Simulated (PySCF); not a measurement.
# C3H12N2Si: the cost of one run

Programs: PySCF 2.14.0, with routines of our own; each step states its level. All values are computed. Atoms count from 0.

## (1) The system as given

18 atoms, charge 0, multiplicity 1; geometry from: GFN2-xTB.

## (2) Magnetic properties: GIAO CAM-B3LYP/pcSseg-1

What the job is given:

```
{"job": {"kind": "mag", "xc": "CAM-B3LYP", "basis": "pcSseg-1", "isotopologues": 2}, "charge": 0, "multiplicity": 1}
C     -2.554701     0.506148     0.259142
C     -1.775487    -0.299820    -0.772238
C     -0.340778    -0.556489    -0.320688
N      0.371012     0.706277    -0.172772
N      1.711832     0.564502     0.257022
Si     2.963228    -0.230670    -0.625319
H     -3.554975     0.727944    -0.104792
H     -2.641343    -0.050633     1.189091
H     -2.036849     1.438584     0.463833
H     -1.758489     0.241492    -1.721371
H     -2.266547    -1.259909    -0.943788
H     -0.339477    -1.041692     0.660716
H      0.163225    -1.231303    -1.032583
H      0.395750     1.181234    -1.073109
H      1.731456     0.535089     1.267451
H      4.165771     0.123280     0.117962
H      2.868747    -1.694572    -0.755972
H      2.888868     0.346857    -1.969000
```

Method: GIAO CAM-B3LYP/pcSseg-1 magnetisability, rotational g tensor and spin-rotation constants, non-relativistic, gas phase.

Launch:

```console
> OMP_NUM_THREADS=1 python excited_run.py task.json out
```

One launch serves the whole session: the jobs run in the order shown.

Q: Estimate the wall time and peak memory of this first job on 1 thread of Arm Neoverse V1, shared host.

About 40 s, with a peak of 0.9 GiB.
